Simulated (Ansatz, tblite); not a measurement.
**C18H14O6S3: a ladder of methods and basis sets**

The task here is to estimate one member of a computed series from the others.

Computed with Ansatz 0.2.0, Gaussian basis. Level: as each input shows.

Plan: GFN1-xTB, GFN2-xTB, PBE-D4/def2-TZVP, r2SCAN-D4/def2-TZVP, PBE-D4/def2-SVP, PBE0-D4/def2-SVP.

1 further run of the same task is left out (set aside as unsound or not needed). Runs told in other sessions of the task aren't counted.

## The relaxed structure

The geometry is that of the singlet, from an earlier relaxation (r2SCAN-D4/def2-SVP).

SMILES `c1sc(-c2sc(-c3scc4c3OCCO4)c3c2OCCO3)c2c1OCCO2`, 41 atoms, charge 0, spin multiplicity 1.

Bond lengths: C1–S2 1.727 Å, C1–C23 1.376 Å, C1–H28 1.089 Å, S2–C3 1.751 Å, C3–C4 1.438 Å, C3–C22 1.387 Å, C4–S5 1.750 Å, C4–C17 1.388 Å, S5–C6 1.752 Å, C6–C7 1.433 Å, C6–C16 1.389 Å, C7–S8 1.752 Å, C7–C11 1.389 Å, S8–C9 1.729 Å, C9–C10 1.376 Å, C9–H29 1.089 Å, C10–C11 1.426 Å, C10–O15 1.361 Å and more. Angles: S2–C1–C23 111.0°, S2–C1–H28 121.5°, C23–C1–H28 127.5°, C1–S2–C3 92.9°, S2–C3–C4 121.7°, S2–C3–C22 109.7°, C4–C3–C22 128.6°, C3–C4–S5 121.3°, C3–C4–C17 128.5°, S5–C4–C17 110.3°, C4–S5–C6 92.9°, S5–C6–C7 122.7°, S5–C6–C16 109.5°, C7–C6–C16 127.8°, C6–C7–S8 123.0°, C6–C7–C11 127.6°, S8–C7–C11 109.4°, C7–S8–C9 92.7° and more.

PBE0-D4/def2-TZVP was run before; its log isn't repeated, and its numbers join the tables.

The first run:

Tight binding, by tblite at 300 K electronic temperature and without a spin-polarisation term:

```python
tblite.interface.Calculator('GFN1-xTB', numbers, positions, charge=0, uhf=0).singlepoint()
```

Tight binding, by tblite at 300 K electronic temperature and without a spin-polarisation term:

```python
tblite.interface.Calculator('GFN2-xTB', numbers, positions, charge=0, uhf=0).singlepoint()
```

start.molden holds the orbitals of an earlier run on this state, given as this run's starting guess.

File in.yaml:

```yaml
crystal:
  periodic: [false, false, false]
  atoms:
    - {symbol: C, position_ang: [-3.809111, -0.034561, 3.089950]}
    - {symbol: S, position_ang: [-2.113424, -0.339489, 2.967883]}
    - {symbol: C, position_ang: [-2.107125, -0.104964, 1.232577]}
    - {symbol: C, position_ang: [-0.905445, -0.246282, 0.455932]}
    - {symbol: S, position_ang: [0.639492, 0.306196, 1.064546]}
    - {symbol: C, position_ang: [1.498486, -0.256261, -0.354481]}
    - {symbol: C, position_ang: [2.915168, -0.106494, -0.512943]}
    - {symbol: S, position_ang: [3.771632, -0.607819, -1.957141]}
    - {symbol: C, position_ang: [5.294652, -0.069958, -1.339676]}
    - {symbol: C, position_ang: [5.162774, 0.467363, -0.080322]}
    - {symbol: C, position_ang: [3.815454, 0.448497, 0.387626]}
    - {symbol: O, position_ang: [3.450522, 0.932510, 1.605678]}
    - {symbol: C, position_ang: [4.458348, 1.764160, 2.175362]}
    - {symbol: C, position_ang: [5.822533, 1.116251, 2.036601]}
    - {symbol: O, position_ang: [6.181734, 0.975225, 0.665520]}
    - {symbol: C, position_ang: [0.596963, -0.816426, -1.250708]}
    - {symbol: C, position_ang: [-0.750259, -0.823377, -0.796308]}
    - {symbol: O, position_ang: [-1.755912, -1.391463, -1.512145]}
    - {symbol: C, position_ang: [-1.264680, -2.245351, -2.539614]}
    - {symbol: C, position_ang: [-0.140506, -1.576079, -3.305887]}
    - {symbol: O, position_ang: [0.972963, -1.340114, -2.448891]}
    - {symbol: C, position_ang: [-3.389857, 0.191760, 0.796927]}
    - {symbol: C, position_ang: [-4.355190, 0.220637, 1.853399]}
    - {symbol: O, position_ang: [-5.670202, 0.489898, 1.629952]}
    - {symbol: C, position_ang: [-5.892031, 1.090040, 0.355786]}
    - {symbol: C, position_ang: [-5.109175, 0.370806, -0.725474]}
    - {symbol: O, position_ang: [-3.710711, 0.482947, -0.490097]}
    - {symbol: H, position_ang: [-4.321486, -0.046486, 4.050304]}
    - {symbol: H, position_ang: [6.208715, -0.180600, -1.920460]}
    - {symbol: H, position_ang: [4.456700, 2.749972, 1.672021]}
    - {symbol: H, position_ang: [4.192989, 1.901172, 3.233399]}
    - {symbol: H, position_ang: [5.814860, 0.123890, 2.527803]}
    - {symbol: H, position_ang: [6.599288, 1.738763, 2.503989]}
    - {symbol: H, position_ang: [-2.114805, -2.461575, -3.202849]}
    - {symbol: H, position_ang: [-0.902340, -3.194530, -2.099504]}
    - {symbol: H, position_ang: [-0.494487, -0.617656, -3.731360]}
    - {symbol: H, position_ang: [0.220138, -2.219857, -4.120921]}
    - {symbol: H, position_ang: [-5.591586, 2.155938, 0.385972]}
    - {symbol: H, position_ang: [-6.973634, 1.029712, 0.163843]}
    - {symbol: H, position_ang: [-5.400185, -0.697658, -0.755596]}
    - {symbol: H, position_ang: [-5.301257, 0.821258, -1.710722]}
basis:
  gaussian: {orbitals: def2-TZVP, fitting: {mean_field: def2-universal-jkfit}, initial_orbitals: start.molden}
hamiltonian: {xc: pbe, dispersion: d4}
scf: {omitted_lower_state_checks: [starts]}
output: {orbitals: {seedname: orbitals}}
```

Started as:

```console
> ansatz run in.yaml --threads 2 --pin off --events-out ev --progress --plain --max-ram 32768MiB --backend cuda --devices 0, --max-vram 18GiB
```

Among the steps run: PBE-D4/def2-TZVP; r2SCAN-D4/def2-TZVP; PBE-D4/def2-SVP; PBE0-D4/def2-SVP.

One table of the session follows, with a row left open; its other results are not shown here.

It belongs to the step «Binding energy». 

```
              level  binding an atom (eV)
    PBE-D4/def2-SVP                 5.195
   PBE-D4/def2-TZVP                 5.113
r2SCAN-D4/def2-TZVP                 4.918
   PBE0-D4/def2-SVP                 5.037
  PBE0-D4/def2-TZVP                     ?
```

Estimate the missing values for PBE0-D4/def2-TZVP.

**Answer.** binding an atom (eV): 4.961. In the column «binding an atom (eV)» it lies between r2SCAN-D4/def2-TZVP (4.918) and PBE0-D4/def2-SVP (5.037).

To keep in mind: Free atoms were run apart at each level; binding is atoms less cluster, divided by the number of atoms, without zero-point or spin-orbit terms.
